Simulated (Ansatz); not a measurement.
**C₂H₅FIn radical: one species, many methods**

The task here is to estimate one member of a computed series from the others.

Computed with Ansatz 0.2.0, Gaussian basis. Level: functionals in def2-TZVPP, the program's frozen cores in correlated methods.

The runs, in order: LDA (SPW92), PBE-D4, revPBE-D4, BLYP-D4, r2SCAN-D4, B97M-V, PBE0-D4, B3LYP-D4, r2SCANh-D4, r2SCAN0-D4, HSE06-D4, BHLYP-D4, CAM-B3LYP-D4, LC-ωPBE, ωB97X-V, ωB97M-V, B2PLYP, PBE-QIDH; CCSD(T)/def2-SVP; CCSD(T)/def2-TZVPP; MP2/def2-QZVPP; extrapolation to the limit; RPA on PBE.

## The relaxed structure

The geometry comes from an earlier relaxation with PBE0-D4 in a triple-zeta def2 set; it is a stationary point, not always the lowest conformer. In takes the def2 core potential; no spin-orbit term is included.

SMILES `C[CH2][In][F]`, 9 atoms, charge 0, spin multiplicity 2.

Atoms are counted from 1 here; the program's logs count them from 0.

Bond lengths: C1–C2 1.508 Å, C1–H5 1.097 Å, C1–H6 1.091 Å, C1–H7 1.092 Å, C2–In3 2.289 Å, C2–H8 1.089 Å, C2–H9 1.092 Å, In3–F4 1.992 Å. Angles: C2–C1–H5 110.2°, C2–C1–H6 112.0°, C2–C1–H7 112.1°, H5–C1–H6 107.7°, H5–C1–H7 107.0°, H6–C1–H7 107.6°, C1–C2–In3 108.4°, C1–C2–H8 115.2°, C1–C2–H9 114.2°, In3–C2–H8 106.4°, In3–C2–H9 101.3°, H8–C2–H9 110.1°, C2–In3–F4 103.9°.

Set-up of the first run:

The input, in.yaml:

```yaml
crystal:
  periodic: [false, false, false]
  atoms:
    - {symbol: C, position_ang: [0.296486, 0.904722, 0.100284]}
    - {symbol: C, position_ang: [-0.768284, -0.058398, -0.361473]}
    - {symbol: In, position_ang: [-0.311863, -2.120185, 0.521966]}
    - {symbol: F, position_ang: [1.678355, -2.195366, 0.554532]}
    - {symbol: H, position_ang: [0.179946, 1.871106, -0.406447]}
    - {symbol: H, position_ang: [1.301368, 0.537063, -0.115106]}
    - {symbol: H, position_ang: [0.237997, 1.098145, 1.173761]}
    - {symbol: H, position_ang: [-1.782523, 0.189760, -0.052986]}
    - {symbol: H, position_ang: [-0.742981, -0.273146, -1.431631]}
basis:
  gaussian: {orbitals: def2-TZVPP}
magnetization: {spin_polarized: true, initial_magnetization: 1}
hamiltonian: {xc: lda}
output: {orbitals: {seedname: orbitals}}
```

Started as:

```bash
ansatz run in.yaml --threads 4 --pin off --events-out ev --progress --plain --max-ram 10444MiB
```

Steps of the session up to this table: LDA; PBE-D4 (GGA); revPBE-D4 (GGA); BLYP-D4 (GGA); r2SCAN-D4 (meta-GGA); B97M-V (meta-GGA); B3LYP-D4 (hybrid); r2SCANh-D4 (hybrid); r2SCAN0-D4 (hybrid); HSE06-D4 (hybrid); BHLYP-D4 (hybrid); CAM-B3LYP-D4 (range-separated); LC-ωPBE (range-separated); ωB97X-V (range-separated); ωB97M-V (range-separated); B2PLYP (double hybrid); PBE-QIDH (double hybrid).

One of the session's tables, all rows but one given; the rest of the session is left out.

It belongs to the step «Frontier levels by functional». 

| functional | HOMO (eV) | LUMO (eV) | gap (eV) |
| --- | --- | --- | --- |
| LDA (SPW92) | -5.00 | -4.27 | 0.73 |
| PBE-D4 | -4.89 | -3.92 | 0.97 |
| revPBE-D4 | -4.83 | -3.79 | 1.04 |
| BLYP-D4 | -4.75 | -3.91 | 0.85 |
| r2SCAN-D4 | -5.25 | -3.59 | 1.67 |
| B97M-V | -4.96 | -3.99 | 0.98 |
| PBE0-D4 | -5.95 | -3.08 | 2.87 |
| B3LYP-D4 | -5.75 | -3.43 | 2.32 |
| r2SCANh-D4 | ? | ? | ? |
| r2SCAN0-D4 | -6.24 | -2.83 | 3.41 |
| HSE06-D4 | -5.56 | -3.45 | 2.11 |
| BHLYP-D4 | -6.87 | -2.31 | 4.56 |
| CAM-B3LYP-D4 | -7.17 | -2.25 | 4.92 |
| LC-ωPBE | -8.43 | -0.99 | 7.44 |
| ωB97X-V | -7.99 | -1.31 | 6.67 |
| ωB97M-V | -7.92 | -1.53 | 6.39 |

Estimate the missing values for r2SCANh-D4.

Worked estimate for «HOMO (eV)». Against the share of exact exchange, r2SCAN-D4 (0, -5.25), r2SCAN0-D4 (0.25, -6.24) give a slope of -3.96 per unit share; at 0.1 the line stands at -5.65.

As computed: HOMO (eV): -5.65; LUMO (eV): -3.28; gap (eV): 2.37. In «HOMO (eV)» the line misses by 0.00.
